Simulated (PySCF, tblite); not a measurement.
**C₂H₁₀GaNS: geometry, infrared bands and NMR shifts**

What infrared bands and NMR shifts should C₂H₁₀GaNS (`CS[CH2][GaH2-][NH3+]`) show?

The runs use tblite 0.8.0 and PySCF 2.14.0, with density-fitted response routines of our own; the level of theory stands in each step. All values are computed, except where a source is named. Atoms are numbered from 0 throughout.

## (1) The molecule as given

15 atoms, charge 0, multiplicity 1; geometry from: force field or distance geometry start.

Bonds of the start (Å): C0–S1 1.83, S1–C2 1.81, C2–Ga3 1.98, Ga3–N4 1.91, C0–H5 1.09, C0–H6 1.11, C0–H7 1.11, C2–H8 1.12, C2–H9 1.12, Ga3–H10 1.63, Ga3–H11 1.62, N4–H12 1.04, N4–H13 1.04, N4–H14 1.04.

## (2) Optimising the geometry with GFN2-xTB

The job: settings as JSON, then the geometry in Å.

```
{"job": {"kind": "relax", "xc": "GFN2-xTB", "basis": "xTB"}, "charge": 0, "multiplicity": 1}
C      2.889600     0.774100     0.554200
S      1.360700     0.030300     1.233200
C      0.458500    -0.531400    -0.234500
Ga    -1.442200    -0.961400     0.139600
N     -2.526000     0.421800    -0.597100
H      3.632300     0.983600     1.321600
H      3.230800     0.061200    -0.228100
H      2.553300     1.686300     0.024400
H      1.043900    -1.404700    -0.607200
H      0.487900     0.325100    -0.955600
H     -1.798400    -2.310900    -0.694100
H     -1.745300    -1.200800     1.712800
H     -1.939500     1.240600    -0.849100
H     -3.200500     0.768800     0.115000
H     -3.009400     0.125400    -1.474000
```

On the command line:

```
> OMP_NUM_THREADS=1 python probes_run.py task.json out
```

One launch serves the whole session: the jobs run in the order shown.

**Question.** This job is followed by: GFN2-xTB harmonic vibrations, gas phase; GIAO PBE0/pcSseg-1 NMR shielding, non-relativistic, gas phase. Predict these results of the whole session: strongest single infrared mode (GFN2-xTB); zero-point energy (GFN2-xTB); 13C shifts against TMS (PBE0/pcSseg-1); 1H shifts against TMS (PBE0/pcSseg-1, means over atoms taken as alike); 33S shifts against CS2 (PBE0/pcSseg-1); 15N shifts against NH3 (PBE0/pcSseg-1); shieldings of Ga (PBE0/pcSseg-1).

As calculated:

| quantity | value |
| --- | --- |
| strongest single infrared mode (GFN2-xTB) | 1764 cm⁻¹, 594 km/mol |
| zero-point energy (GFN2-xTB) | 69.8 kcal/mol |
| 13C shifts against TMS (PBE0/pcSseg-1) | 27.8, 20.1 ppm |
| 1H shifts against TMS (PBE0/pcSseg-1, means over atoms taken as alike) | 4.31, 2.22, 2.10, 1.76 ppm |
| 33S shifts against CS2 (PBE0/pcSseg-1) | -96 ppm |
| 15N shifts against NH3 (PBE0/pcSseg-1) | 26.2 ppm |
| shieldings of Ga (PBE0/pcSseg-1) | Ga3 1472.9 ppm |

What this shows: Relaxing lowered the energy by 0.793 eV in 135 steps; the close pair that moved most is Ga3–N4, from 1.905 to 2.125 Å. No mode is imaginary among the 39: a minimum at this level. The strongest single mode, at 1764 cm⁻¹, moves mainly H11 and H10. GFN2-xTB is a fitted tight-binding method: band positions and strengths are rough. Its intensities can rank the bands wrongly. At PBE0/pcSseg-1: Shielding is most anisotropic at S1 (span 360 ppm, paramagnetic term -460 ppm). Spin-orbit coupling is left out, which matters for shieldings and couplings at and beside the heavy atoms.
